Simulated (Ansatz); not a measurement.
# Zr7B: the cost of one run

Method: DFT PBE, scalar-relativistic, plane waves, PAW, unless a step names another level, in Ansatz 0.2.0.

## (1) The starting structure

The structure is trigonal, space group P-3m1 (No. 164). The conventional cell has a = 3.306 Å, b = 3.306 Å, c = 18.326 Å, α = 90.00°, β = 90.00°, γ = 120.00°. Zr (site symmetry 3m) is surrounded by 3 B at 2.34 Å. Zr (site symmetry 3m) is surrounded by 12 Zr at 3.15 to 3.34 Å. Zr (site symmetry 3m) is surrounded by 12 Zr at 3.15 to 3.31 Å. Zr (site symmetry -3m) has 12 Zr at 3.19 to 3.31 Å as nearest neighbours. Around B (site symmetry -3m) lie 6 Zr at 2.34 Å.

Structure file:

```cif
data_structure
_symmetry_space_group_name_H-M 'P 1'
_symmetry_Int_Tables_number 1
_cell_length_a 3.3060
_cell_length_b 3.3060
_cell_length_c 18.3263
_cell_angle_alpha 90.000
_cell_angle_beta 90.000
_cell_angle_gamma 120.000
_cell_volume 173.47
loop_
_atom_site_label
_atom_site_type_symbol
_atom_site_fract_x
_atom_site_fract_y
_atom_site_fract_z
_atom_site_occupancy
Zr1 Zr 0.66667 0.33333 0.92581 1
Zr2 Zr 0.33333 0.66667 0.07419 1
Zr3 Zr 0.66667 0.33333 0.22389 1
Zr4 Zr 0.33333 0.66667 0.36039 1
Zr5 Zr 0.33333 0.66667 0.77611 1
Zr6 Zr 0.66667 0.33333 0.63961 1
Zr7 Zr 0.00000 0.00000 0.50000 1
B1 B 0.00000 0.00000 0.00000 1
```

It came out lowest among 21 distinct ends of the trial cells. At a tolerance of 0.05 Å it has space group P-3m1 (No. 164).

## (2) A stricter relaxation, on the response runs' mesh and smearing

The input, input.yaml:

```yaml
crystal:
  lattice:
    - [3.3060164714, 0.0, 0.0]
    - [-1.6530082357, 2.8630942496, 0.0]
    - [0.0, 0.0, 18.3263313417]
  atoms:
    - { symbol: Zr, position: [0.6666666667, 0.3333333333, 0.9258060343] }
    - { symbol: Zr, position: [0.3333333333, 0.6666666667, 0.0741939657] }
    - { symbol: Zr, position: [0.6666666667, 0.3333333333, 0.2238935134] }
    - { symbol: Zr, position: [0.3333333333, 0.6666666667, 0.3603878774] }
    - { symbol: Zr, position: [0.3333333333, 0.6666666667, 0.7761064866] }
    - { symbol: Zr, position: [0.6666666667, 0.3333333333, 0.6396121226] }
    - { symbol: Zr, position: [0.0, 0.0, 0.5] }
    - { symbol: B, position: [0.0, 0.0, 0.0] }
basis:
  ecutwfc: 420
kpoints:
  mp_grid: { grid: [12, 12, 2] }
hamiltonian:
  xc: pbe
scf:
  occupations: { method: gaussian, width: 0.1 }
output:
  forces: true
  stress: true
  eigenvalues: true
relax:
  adjacent_minimum: "off"
  f_tol: 0.001
  max_steps: 60
  cell: { stress_tol: 0.01 }
```

On the command line:

```bash
> ansatz run input.yaml --threads 3 --pin off --max-ram 7680MiB --backend cpu --events-out ev --progress --plain --runs-dir out
```

What time and memory should one allow on 3 threads of Intel Xeon at 2.70GHz, shared host?

About 30 s, with a peak of 0.72 GiB.
